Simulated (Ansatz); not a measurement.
# Cl: the cost of one run

Method: DFT PBE, plane waves, PAW, scalar-relativistic, no spin polarisation, in Ansatz 0.2.0.

**1. The system as given**

The cell holds 16 atoms (Cl16): a = 9.205 Å, b = 9.205 Å, c = 9.205 Å, α = 90.00°, β = 90.00°, γ = 90.00°.

Structure file:

```cif
data_structure
_symmetry_space_group_name_H-M 'P 1'
_symmetry_Int_Tables_number 1
_cell_length_a 9.2052
_cell_length_b 9.2052
_cell_length_c 9.2052
_cell_angle_alpha 90.000
_cell_angle_beta 90.000
_cell_angle_gamma 90.000
_cell_volume 780.00
loop_
_atom_site_label
_atom_site_type_symbol
_atom_site_fract_x
_atom_site_fract_y
_atom_site_fract_z
_atom_site_occupancy
Cl1 Cl 0.15279 0.22130 0.56324 1
Cl2 Cl 0.13892 0.23223 0.34505 1
Cl3 Cl 0.43138 0.92269 0.49375 1
Cl4 Cl 0.52664 0.11146 0.43708 1
Cl5 Cl 0.27383 0.58895 0.98637 1
Cl6 Cl 0.13402 0.56068 0.82032 1
Cl7 Cl 0.28895 0.98891 0.06549 1
Cl8 Cl 0.30153 0.99650 0.84708 1
Cl9 Cl 0.70868 0.99962 0.92352 1
Cl10 Cl 0.67647 0.16311 0.78155 1
Cl11 Cl 0.82530 0.68212 0.52626 1
Cl12 Cl 0.75105 0.75615 0.33410 1
Cl13 Cl 0.78830 0.49849 0.98282 1
Cl14 Cl 0.70167 0.34834 0.11649 1
Cl15 Cl 0.50465 0.59634 0.64645 1
Cl16 Cl 0.42531 0.46826 0.48763 1
```

**2. Relaxing the start**

Contents of input.yaml:

```yaml
crystal:
  lattice:
    - [9.205164, 0.0, 0.0]
    - [0.0, 9.205164, 0.0]
    - [0.0, 0.0, 9.205164]
  atoms:
    - { symbol: Cl, position: [0.1527948, 0.2212962, 0.5632432] }
    - { symbol: Cl, position: [0.1389174, 0.2322286, 0.3450494] }
    - { symbol: Cl, position: [0.4313827, -0.0773128, 0.4937459] }
    - { symbol: Cl, position: [0.5266368, 0.1114639, 0.4370833] }
    - { symbol: Cl, position: [0.2738314, 0.5889459, 0.9863678] }
    - { symbol: Cl, position: [0.1340163, 0.5606828, 0.820315] }
    - { symbol: Cl, position: [0.2889546, 0.9889129, 1.0654914] }
    - { symbol: Cl, position: [0.3015262, 0.9965005, 0.8470767] }
    - { symbol: Cl, position: [0.7086837, -0.0003768, 0.9235168] }
    - { symbol: Cl, position: [0.6764702, 0.1631072, 0.7815454] }
    - { symbol: Cl, position: [0.8252956, 0.6821201, 0.526263] }
    - { symbol: Cl, position: [0.7510494, 0.7561546, 0.334099] }
    - { symbol: Cl, position: [0.7883043, 0.4984917, -0.0171816] }
    - { symbol: Cl, position: [0.7016664, 0.3483366, 0.1164894] }
    - { symbol: Cl, position: [0.5046473, 0.5963389, 0.6464474] }
    - { symbol: Cl, position: [0.4253094, 0.4682644, 0.4876298] }
basis:
  ecutwfc: 420.0
kpoints:
  mp_grid: { grid: [1, 1, 1] }
hamiltonian:
  xc: pbe
scf:
  occupations: { method: fermi_dirac, width: 0.05 }
  lower_state_search: "off"
relax:
  f_tol: 0.3
  max_steps: 15
  adjacent_minimum: "off"
```

Run with:

```bash
$ ansatz run input.yaml --threads 1 --pin off --max-ram 3072MiB --backend cpu --events-out ev --progress --plain --runs-dir out
```

Q: Estimate wall time and peak memory on 1 thread of AMD EPYC 9R45 (Zen 5), shared host.

About 2.5 s, with a peak of 0.59 GiB.
